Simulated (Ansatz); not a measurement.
**BW2: further runs on the relaxed cell**

One table from this session's results is given with a row withheld; the runs are named, their logs left out.

Program: Ansatz 0.2.0. Level of theory: DFT r2SCAN, scalar-relativistic, plane waves, PAW. These are calculated values, not measurements.

1 further run of the same task is left out (set aside as unsound or not needed).

## The system as given

The structure is tetragonal, space group I4/mcm (No. 140). Conventional cell: a = 5.560 Å, b = 5.560 Å, c = 4.761 Å, α = 90.00°, β = 90.00°, γ = 90.00°. B (site symmetry 422) is surrounded by 2 B at 2.38 Å and 8 W at 2.38 Å. Around W (site symmetry m2m) lie 4 B at 2.38 Å and 3 W at 2.67 to 2.69 Å.

Structure file:

```xyz
6
Lattice="-2.7798 2.7798 2.3805 2.7798 -2.7798 2.3805 2.7798 2.7798 -2.3805" Properties=species:S:1:pos:R:3 pbc="T T T"
B     0.0000    0.0000    1.1902
B     0.0000    0.0000    3.5707
W     0.9448    3.7245    0.0000
W     1.8350    0.9448    0.0000
W     1.8350   -0.9448    2.3805
W     0.9448    1.8350    2.3805
```

This cell was relaxed beforehand with the same method: volume 12.26 Å³/atom, gap on the mesh none (metal).

Set-up of the first run:

Contents of input.yaml:

```yaml
crystal:
  lattice:
    - [-2.7516742933, 2.7516742933, 2.3564353226]
    - [2.7516742933, -2.7516742933, 2.3564353226]
    - [2.7516742933, 2.7516742933, -2.3564353226]
  atoms:
    - { symbol: B, position: [0.25, 0.25, 0.0] }
    - { symbol: B, position: [0.75, 0.75, 0.0] }
    - { symbol: W, position: [0.6699374031, 0.1699374031, 0.8398748061] }
    - { symbol: W, position: [0.1699374031, 0.3300625969, 0.5] }
    - { symbol: W, position: [0.3300625969, 0.8300625969, 0.1601251939] }
    - { symbol: W, position: [0.8300625969, 0.6699374031, 0.5] }
basis:
  ecutwfc: 500
kpoints:
  mp_grid: { grid: [10, 10, 10] }
hamiltonian:
  xc: r2scan
scf:
  occupations: { method: gaussian, width: 0.1 }
output:
  forces: true
  stress: true
  eigenvalues: true
relax:
  adjacent_minimum: "off"
  f_tol: 0.01
  max_steps: 30
  cell: { stress_tol: 0.1, fix: [volume] }
```

Command:

```
> ansatz run input.yaml --threads 1 --pin off --max-ram 2560MiB --backend cpu --events-out ev --progress --plain --runs-dir out
```

Steps of the session up to this table: The cell scaled to 0.97 of its volume; Point at V/V0 = 1.03; The cell scaled to 0.94 of its volume; Volume × 1.06; Point at V/V0 = 0.91; Point at V/V0 = 1.10; Volume × 0.88.

One table of the session follows, with a row left open; its other results are not shown here.

It belongs to the step «Equation of state». 

| volume (Å³/atom) | energy above the lowest point (meV/atom) | pressure (GPa) |
| --- | --- | --- |
| 10.791 | 236.5 | 57.40 |
| 11.159 | 125.7 | 39.59 |
| 11.527 | ? | ? |
| 11.895 | 12.5 | 11.20 |
| 12.263 | 0.0 | -0.02 |
| 12.631 | 11.4 | -9.65 |
| 12.998 | 43.3 | -17.91 |
| 13.489 | 112.8 | -27.09 |

Q: Estimate the row for volume (Å³/atom) = 11.527 from the others.

Worked estimate for «energy above the lowest point (meV/atom)». A straight line through the neighbours (11.159, 125.7) and (11.895, 12.5) gives 125.7 + (12.5 − 125.7) × (11.527 − 11.159) / (11.895 − 11.159) = 69.1; a parabola fitted to 4 rows on both sides gives 52.7.

As computed: energy above the lowest point (meV/atom): 52.8; pressure (GPa): 24.29. In «energy above the lowest point (meV/atom)» the line misses by +16.3 and the parabola by -0.1.
